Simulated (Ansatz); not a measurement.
# SiPH₅ + H₂: a complex and its separated parts

Aim: how far the complex at one end of a reaction step lies below its separated, relaxed parts, level by level.

Method: PBE0-D4/def2-TZVP structures, single points in def2-TZVPP, no counterpoise correction; program: Ansatz 0.2.0, Gaussian basis.

Levels: SPW92, PBE-D4, BLYP-D4, r2SCAN-D4, B97M-V, PBE0-D4, B3LYP-D4, r2SCAN0-D4, BHLYP-D4, CAM-B3LYP-D4, wB97X-V, wB97M-V, B2PLYP, PBE-QIDH, RPA on PBE, Hartree-Fock, MP2, CCSD, CCSD(T).

Correlated methods freeze the cores. B3LYP uses VWN-RPA correlation. B2PLYP carries no dispersion term here.

95 further runs of the same task are left out: 1 that didn't finish, 94 set aside as unsound or not needed.

### 1 The system as given

The complex: 9 atoms, charge 0, spin multiplicity 1.

Atoms are counted from 1 here; the program's logs count them from 0.

Bond lengths: Si1–H3 1.486 Å, Si1–H4 1.486 Å, Si1–H5 1.487 Å, Si1–P7 2.255 Å, H2–H6 0.747 Å, P7–H8 1.421 Å, P7–H9 1.421 Å. Angles: H3–Si1–H4 109.0°, H3–Si1–H5 109.0°, H3–Si1–P7 108.1°, H4–Si1–H5 109.0°, H4–Si1–P7 108.1°, H5–Si1–P7 113.6°, Si1–P7–H8 93.7°, Si1–P7–H9 93.8°, H8–P7–H9 93.5°.

Geometry (Å):

```mol
H7PSi
  3D, bonds by distance, orders not assigned

  9  7  0  0  0  0  0  0  0  0999 V2000
   -0.4514    0.8956   -0.1100 Si  0  0
   -1.4371   -2.6247   -0.6569 H   0  0
   -0.7599    0.5461   -1.5208 H   0  0
   -1.5639    0.4311    0.7584 H   0  0
   -0.3307    2.3726    0.0071 H   0  0
   -0.7376   -2.5763   -0.3994 H   0  0
    1.4178   -0.2128    0.4937 P   0  0
    1.5879    0.5361    1.6890 H   0  0
    2.2750    0.6322   -0.2612 H   0  0
  1  3  8  0
  1  4  8  0
  1  5  8  0
  1  7  8  0
  2  6  8  0
  7  8  8  0
  7  9  8  0
M  END
```

Its parts: SiPH₅ holds atoms 1, 3, 4, 5, 7, 8, 9; H₂ holds atoms 2, 6. Each part counts its atoms afresh in its own runs.

### 2 Relaxing SiPH₅ alone

Contents of relax-a/in.yaml:

```yaml
crystal:
  periodic: [false, false, false]
  atoms:
    - {symbol: Si, position_ang: [-0.451448, 0.895569, -0.109981]}
    - {symbol: H, position_ang: [-0.759867, 0.546086, -1.520750]}
    - {symbol: H, position_ang: [-1.563910, 0.431098, 0.758399]}
    - {symbol: H, position_ang: [-0.330740, 2.372579, 0.007080]}
    - {symbol: P, position_ang: [1.417770, -0.212814, 0.493657]}
    - {symbol: H, position_ang: [1.587923, 0.536147, 1.688999]}
    - {symbol: H, position_ang: [2.275000, 0.632210, -0.261151]}
basis:
  gaussian: {orbitals: def2-TZVP}
hamiltonian: {xc: pbe0, dispersion: d4}
relax: {f_tol: 0.005, max_steps: 200}
```

Launch:

```sh
> ansatz run in.yaml --threads 2 --pin off --events-out ev --progress --plain --max-ram 4352MiB
```

Further steps of the session: Relaxing H₂ alone; SPW92/def2-TZVPP; PBE-D4/def2-TZVPP; BLYP-D4/def2-TZVPP; r2SCAN-D4/def2-TZVPP; B97M-V/def2-TZVPP; PBE0-D4/def2-TZVPP; B3LYP-D4/def2-TZVPP; r2SCAN0-D4/def2-TZVPP; BHLYP-D4/def2-TZVPP; CAM-B3LYP-D4/def2-TZVPP; wB97X-V/def2-TZVPP; wB97M-V/def2-TZVPP; B2PLYP/def2-TZVPP; PBE-QIDH/def2-TZVPP; RPA on PBE/def2-TZVPP; CCSD(T)/def2-TZVPP; Vibrations of SiPH₅; Vibrations of H₂.

Q: Predict the outcome of this session. Wanted: complex less parts, CCSD(T)/def2-TZVPP; with zero-point energy; largest T1 diagnostic.

**Answer**, as computed:

| quantity | value |
| --- | --- |
| complex less parts, CCSD(T)/def2-TZVPP | -0.38 kcal/mol |
| with zero-point energy | +0.44 kcal/mol |
| largest T1 diagnostic | 0.013 |

In words: At CCSD(T) the complex lies 0.38 kcal/mol below its parts. BLYP-D4 is the best functional here (-0.04 kcal/mol from CCSD(T)); SPW92 is the worst (-0.90 kcal/mol). Mean unsigned error by rung: LDA 0.90, GGA 0.24, meta-GGA 0.10, hybrid 0.20, range-separated hybrid 0.20, double hybrid 0.22 kcal/mol. PBE-D4 gives a relative energy 0.45 kcal/mol too low, an error of 117 % of the reference. No counterpoise was applied, and triple zeta lacks some correlation, so the CCSD(T) reference has a basis error of its own, and close matches with it are partly luck.
